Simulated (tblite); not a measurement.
# C7H9NOS: the cost of one run

Programs: tblite 0.8.0 and PySCF 2.14.0, with routines of our own; each step states its level. All values are computed. Atoms count from 0.

## 1. The starting structure

19 atoms, charge 0, multiplicity 1; geometry from: start built from the parent or by distance geometry.

## 2. Relaxing the molecule with GFN2-xTB

The job: settings as JSON, then the geometry in Å.

```
{"job": {"kind": "relax", "xc": "GFN2-xTB", "basis": "xTB"}, "charge": 0, "multiplicity": 1}
C      2.589000    -0.653300     1.286700
C      1.738200    -0.100700     0.353700
C      1.860000     1.332300    -0.009300
C      0.694300    -0.907100    -0.354700
O     -0.594500    -0.367200     0.019000
C     -1.765500    -0.825600    -0.530500
S     -1.868400    -2.117600    -1.570200
C     -2.923700    -0.014300    -0.046700
C     -2.980900     1.253300    -0.755100
N     -3.054500     2.277400    -1.299700
H      3.324600    -0.056100     1.785500
H      2.502800    -1.701800     1.570500
H      2.647900     1.854800     0.523800
H      2.031700     1.430800    -1.097000
H      0.906000     1.882000     0.231200
H      0.724200    -1.968000     0.004700
H      0.860300    -0.851000    -1.412900
H     -2.843200     0.125100     1.025100
H     -3.868000    -0.574900    -0.197000
```

On the command line:

```
$ OMP_NUM_THREADS=1 python redox_run.py task.json out
```

This one command runs all jobs of the session in turn.

Q: Estimate the wall time of this first job on 1 thread of Intel Xeon at 2.70GHz, shared host.

About 2.7 s.
